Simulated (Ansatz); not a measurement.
# C3H11NSi: the cost of one run

Program: Ansatz 0.2.0. Level of theory: UHF/6-31G. These are calculated values, not measurements.

## (1) The starting structure

Bond lengths: Si1–C2 2.177 Å, C2–C3 1.528 Å, Si1–N4 1.658 Å, Si1–H6 1.472 Å, Si1–C7 1.903 Å, C2–H8 1.097 Å, C2–H9 1.092 Å, C3–H10 1.087 Å, C3–H11 1.088 Å, C3–H12 1.089 Å, N4–H13 1.012 Å, C7–H14 1.087 Å, C7–H15 1.087 Å, C7–H16 1.086 Å. Angles (14 of 25 angles, heavy atoms first): Si1–C2–C3 116.2°, C2–Si1–N4 83.4°, C2–Si1–C7 108.8°, N4–Si1–C7 122.1°, Si1–C2–H8 126.6°, Si1–C2–H9 86.5°, C3–C2–H8 110.5°, C3–C2–H9 107.9°, C2–Si1–H6 102.8°, N4–Si1–H6 128.0°, H6–Si1–C7 104.8°, C2–C3–H10 111.2°, C2–C3–H11 110.7°, C2–C3–H12 111.8°.

Coordinates:

```xyz
16

Si   -0.7561   -0.0029    0.7455
C     0.7506    0.0383   -0.8248
C     0.2356   -0.0816   -2.2580
N    -0.8086    1.6317    0.4731
H     0.1124    1.2119   -0.4127
H    -1.6948   -1.0319    0.2695
C     0.0174   -0.7420    2.3196
H     1.7031    0.5820   -0.8038
H     1.0359   -0.9594   -0.4858
H     0.1432    0.8958   -2.7247
H    -0.7478   -0.5474   -2.2750
H     0.8984   -0.6845   -2.8777
H    -1.4059    2.3408    0.8796
H     0.2846   -1.7911    2.2217
H    -0.6806   -0.6623    3.1494
H     0.9126   -0.1973    2.6040
```

## (2) Run 1

150 steps of 0.5 fs at constant energy, with velocities drawn for 300 K.

input.yaml reads:

```yaml
crystal:
  periodic: [false, false, false]
  atoms:
    - { symbol: Si, position_ang: [-0.7561, -0.0029, 0.7455] }
    - { symbol: C, position_ang: [0.7506, 0.0383, -0.8248] }
    - { symbol: C, position_ang: [0.2356, -0.0816, -2.258] }
    - { symbol: "N", position_ang: [-0.8086, 1.6317, 0.4731] }
    - { symbol: H, position_ang: [0.1124, 1.2119, -0.4127] }
    - { symbol: H, position_ang: [-1.6948, -1.0319, 0.2695] }
    - { symbol: C, position_ang: [0.0174, -0.742, 2.3196] }
    - { symbol: H, position_ang: [1.7031, 0.582, -0.8038] }
    - { symbol: H, position_ang: [1.0359, -0.9594, -0.4858] }
    - { symbol: H, position_ang: [0.1432, 0.8958, -2.7247] }
    - { symbol: H, position_ang: [-0.7478, -0.5474, -2.275] }
    - { symbol: H, position_ang: [0.8984, -0.6845, -2.8777] }
    - { symbol: H, position_ang: [-1.4059, 2.3408, 0.8796] }
    - { symbol: H, position_ang: [0.2846, -1.7911, 2.2217] }
    - { symbol: H, position_ang: [-0.6806, -0.6623, 3.1494] }
    - { symbol: H, position_ang: [0.9126, -0.1973, 2.604] }
magnetization:
  spin_polarized: true
basis:
  gaussian: { orbitals: "6-31G" }
hamiltonian:
  xc: hf
md:
  timestep: 0.5
  n_steps: 150
  ensemble: nve
  temperature: 300.0
  initial_velocities: maxwell_boltzmann
  seed: 575052
```

On the command line:

```console
$ ansatz run input.yaml --threads 1 --pin off --max-ram 2048MiB --backend cpu --events-out ev --progress --plain --runs-dir out
```

What time and memory should one allow on 1 thread of Intel Xeon 6975P-C (Granite Rapids), shared host?

About 7.2 min, with a peak of 0.2 GiB.
